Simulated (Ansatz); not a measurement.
# F on W(110): hop by a lattice vector of the surface, part 2 of 2

Aim: the minimum-energy path and barrier of the hop by a lattice vector of the surface. The ends are relaxed first, then joined by a nudged elastic band. The slab cell is 2×2, 4 layers thick, and the adsorbate is set down on it by hand.

Ansatz 0.2.0; DFT PBEsol, plane waves, PAW, scalar-relativistic, no spin polarisation.

## (6) The band, image by image

Images 0 and 8 are the ends. Energies count from image 0; the path length is the program's own measure over all atoms.

```
image  path (Å)  energy (eV)   F17 x y z (Å)  band force (eV/Å)
    0     0.000       0.0000  3.95 1.12 9.24                  -
    1     0.411       0.1003  4.29 1.31 9.34              0.006
    2     0.821       0.1283  4.49 1.59 9.51              0.009
    3     1.232       0.0336  4.64 1.94 9.64              0.006
    4     1.642       0.0064  4.76 2.31 9.68              0.007
    5     2.052       0.0705  4.90 2.68 9.60              0.012
   6*     2.463       0.1455  5.05 3.01 9.44              0.023
    7     2.803       0.0645  5.23 3.23 9.30              0.016
    8     3.143       0.0000  5.53 3.36 9.24                  -
```

The star marks the climbing image.

image, energy (eV) and a bar:
```
        0      0.000 
        1      0.100 #####################
        2      0.128 ##########################
        3      0.034 #######
        4      0.006 #
        5      0.070 ###############
        6      0.145 ##############################
        7      0.065 #############
        8      0.000
```

How the highest energy settled:

```
iteration  highest image above image 0 (eV)  largest band force (eV/Å)
        1                            1.8814                     14.213
        2                            0.5755                      3.732
        3                            0.1647                      2.275
        4                            0.1401                      1.253
        5                            0.1353                      0.279
        6                            0.1449                      0.246
        7                            0.1456                      0.063
        8                            0.1455                      0.023
```

Positions of all images (Å):

```xyz
17
Lattice="6.320 0.000 0.000 3.160 4.469 0.000 0.000 0.000 18.703" Properties=species:S:1:pos:R:3 pbc="T T T" image=0 dE=0.0000
W     0.000    2.234    1.000
W     3.160    2.234    1.000
W     1.580    4.469    1.000
W     4.740    4.469    1.000
W     0.004    0.005    3.169
W     3.165   -0.001    3.167
W     1.579    2.231    3.169
W     4.738    2.238    3.166
W     0.001    2.253    5.408
W     3.164    2.225    5.404
W     1.582    4.482    5.404
W     4.746    4.453    5.408
W     0.030   -0.026    7.525
W     3.182   -0.030    7.619
W     1.558    2.266    7.525
W     4.725    2.267    7.619
F     3.950    1.122    9.235
17
Lattice="6.320 0.000 0.000 3.160 4.469 0.000 0.000 0.000 18.703" Properties=species:S:1:pos:R:3 pbc="T T T" image=1 dE=0.1003
W     0.000    2.234    1.000
W     3.160    2.234    1.000
W     1.580    4.469    1.000
W     4.740    4.469    1.000
W     0.004    0.006    3.169
W     3.164    0.003    3.168
W     1.581    2.234    3.175
W     4.740    2.238    3.167
W     0.003    2.254    5.409
W     3.168    2.238    5.407
W     1.583    4.493    5.411
W     4.747    4.455    5.413
W     0.011   -0.031    7.530
W     3.184   -0.008    7.596
W     1.567    2.242    7.532
W     4.736    2.296    7.660
F     4.293    1.308    9.342
17
Lattice="6.320 0.000 0.000 3.160 4.469 0.000 0.000 0.000 18.703" Properties=species:S:1:pos:R:3 pbc="T T T" image=2 dE=0.1283
W     0.000    2.234    1.000
W     3.160    2.234    1.000
W     1.580    4.469    1.000
W     4.740    4.469    1.000
W    -0.002   -0.002    3.160
W     3.158   -0.002    3.162
W     1.575    2.228    3.179
W     4.735    2.231    3.163
W    -0.004    2.229    5.393
W     3.155    2.232    5.396
W     1.572    4.487    5.408
W     4.735    4.431    5.407
W    -0.017   -0.040    7.519
W     3.138   -0.050    7.532
W     1.556    2.217    7.526
W     4.714    2.235    7.719
F     4.489    1.592    9.515
17
Lattice="6.320 0.000 0.000 3.160 4.469 0.000 0.000 0.000 18.703" Properties=species:S:1:pos:R:3 pbc="T T T" image=3 dE=0.0336
W     0.000    2.234    1.000
W     3.160    2.234    1.000
W     1.580    4.469    1.000
W     4.740    4.469    1.000
W    -0.006   -0.008    3.154
W     3.154   -0.007    3.157
W     1.573    2.225    3.179
W     4.733    2.226    3.159
W    -0.005    2.213    5.385
W     3.146    2.224    5.388
W     1.567    4.486    5.405
W     4.730    4.415    5.402
W    -0.016   -0.036    7.511
W     3.133   -0.046    7.506
W     1.559    2.208    7.522
W     4.717    2.200    7.782
F     4.638    1.942    9.644
17
Lattice="6.320 0.000 0.000 3.160 4.469 0.000 0.000 0.000 18.703" Properties=species:S:1:pos:R:3 pbc="T T T" image=4 dE=0.0064
W     0.000    2.234    1.000
W     3.160    2.234    1.000
W     1.580    4.469    1.000
W     4.740    4.469    1.000
W     0.002    0.004    3.153
W     3.162    0.004    3.157
W     1.582    2.239    3.180
W     4.742    2.239    3.159
W     0.009    2.237    5.387
W     3.158    2.249    5.387
W     1.582    4.515    5.405
W     4.745    4.441    5.405
W     0.004    0.015    7.512
W     3.167    0.016    7.504
W     1.586    2.247    7.523
W     4.747    2.251    7.804
F     4.762    2.307    9.679
17
Lattice="6.320 0.000 0.000 3.160 4.469 0.000 0.000 0.000 18.703" Properties=species:S:1:pos:R:3 pbc="T T T" image=5 dE=0.0705
W     0.000    2.234    1.000
W     3.160    2.234    1.000
W     1.580    4.469    1.000
W     4.740    4.469    1.000
W     0.005    0.006    3.155
W     3.164    0.005    3.159
W     1.586    2.243    3.179
W     4.746    2.241    3.160
W     0.011    2.241    5.390
W     3.164    2.250    5.386
W     1.588    4.518    5.403
W     4.751    4.452    5.405
W     0.016    0.039    7.513
W     3.188    0.052    7.512
W     1.603    2.260    7.523
W     4.766    2.262    7.758
F     4.896    2.678    9.599
17
Lattice="6.320 0.000 0.000 3.160 4.469 0.000 0.000 0.000 18.703" Properties=species:S:1:pos:R:3 pbc="T T T" image=6 dE=0.1455
W     0.000    2.234    1.000
W     3.160    2.234    1.000
W     1.580    4.469    1.000
W     4.740    4.469    1.000
W     0.000   -0.002    3.164
W     3.160   -0.001    3.165
W     1.583    2.239    3.178
W     4.743    2.234    3.165
W    -0.001    2.232    5.401
W     3.161    2.229    5.399
W     1.580    4.495    5.410
W     4.743    4.448    5.409
W     0.010    0.035    7.525
W     3.167    0.034    7.555
W     1.600    2.242    7.529
W     4.758    2.205    7.692
F     5.051    3.006    9.444
17
Lattice="6.320 0.000 0.000 3.160 4.469 0.000 0.000 0.000 18.703" Properties=species:S:1:pos:R:3 pbc="T T T" image=7 dE=0.0645
W     0.000    2.234    1.000
W     3.160    2.234    1.000
W     1.580    4.469    1.000
W     4.740    4.469    1.000
W    -0.006   -0.008    3.170
W     3.154   -0.004    3.169
W     1.578    2.234    3.174
W     4.738    2.229    3.168
W    -0.010    2.231    5.408
W     3.155    2.210    5.412
W     1.571    4.478    5.413
W     4.733    4.445    5.412
W    -0.020    0.029    7.531
W     3.126    0.000    7.610
W     1.589    2.221    7.533
W     4.738    2.165    7.648
F     5.233    3.228    9.302
17
Lattice="6.320 0.000 0.000 3.160 4.469 0.000 0.000 0.000 18.703" Properties=species:S:1:pos:R:3 pbc="T T T" image=8 dE=0.0000
W     0.000    2.234    1.000
W     3.160    2.234    1.000
W     1.580    4.469    1.000
W     4.740    4.469    1.000
W    -0.001   -0.004    3.169
W     3.158    0.003    3.166
W     1.584    2.239    3.169
W     4.745    2.234    3.167
W     0.002    2.247    5.404
W     3.166    2.219    5.408
W     1.581    4.488    5.408
W     4.744    4.460    5.404
W    -0.022    0.031    7.525
W     3.145    0.033    7.619
W     1.610    2.208    7.525
W     4.762    2.205    7.619
F     5.530    3.356    9.235
```

## (7) Results

What follows sums up all 2 parts.

| quantity | value |
| --- | --- |
| end A | 7 moves, 0.491 eV lower |
| barrier forwards | 0.15 eV |
| barrier backwards | 0.15 eV |
| second end relative to first | 0.000 eV |
| highest image | 6 of 0 to 8, climbing |
| band iterations | 8 |
| lowest curvatures at the top | -1.42 and 0.31 eV/Å² |

In words: Along this path the system climbs 0.15 eV from the first end (6 kT at 300 K). The ends differ by 1 meV at most. Image 4 sits in a dip between two rises: the path passes through another minimum, and each half would need a band of its own. The program found one negative curvature at the climbing image, so it is a first-order saddle. The value is not shown to be converged in cell size (17 atoms) or k-mesh. The cell holds an odd number of electrons and spin is off, so an unpaired electron is smeared over both spins.
